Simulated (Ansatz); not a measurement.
The system is GeSb2Te4.

```xyz
7
Lattice="2.1593 1.2467 13.2280 -2.1593 1.2467 13.2280 0.0000 -2.4933 13.2280" Properties=species:S:1:pos:R:3 pbc="T T T"
Te    0.0000    0.0000   28.1349
Te    0.0000    0.0000   11.5492
Te    0.0000    0.0000   22.6074
Te    0.0000    0.0000   17.0768
Sb    0.0000    0.0000   34.1050
Sb    0.0000    0.0000    5.5792
Ge    0.0000    0.0000    0.0000
```

The cell is a database's computed one.

Base run:

| Property | Result |
| --- | --- |
| Program | Ansatz 0.2.0 |
| Functional | r2SCAN |
| Potentials or basis | Ansatz PAW |
| Cutoff | 500 eV |
| Density cutoff | 2000 eV |
| k mesh | 7 × 7 × 7 |
| Occupations | fermi-dirac, width 0.05 eV |
| Spin | no spin polarisation |

Its results: band gap on the k mesh none (metal or under the smearing width); pressure -0.9 GPa; largest force 0.212 eV/Å.

Q: After a change of settings the same cell gave: band gap on the k mesh none (metal or under the smearing width); pressure 0.0 GPa; largest force 0.106 eV/Å. Which change was it?
A. functional from r2SCAN to LDA; cutoff from 500 eV to 420 eV; density cutoff from 2000 eV to 1680 eV
B. functional from r2SCAN to PBEsol; cutoff from 500 eV to 420 eV; density cutoff from 2000 eV to 1680 eV
C. functional from r2SCAN to PBE; cutoff from 500 eV to 420 eV; density cutoff from 2000 eV to 1680 eV

A: C.

Caveats: the PAW data sets come from PBE, with cores solved anew for the run's functional, which leaves a small shift of forces and pressure (some runs).

Not every run made on this cell is shown here.
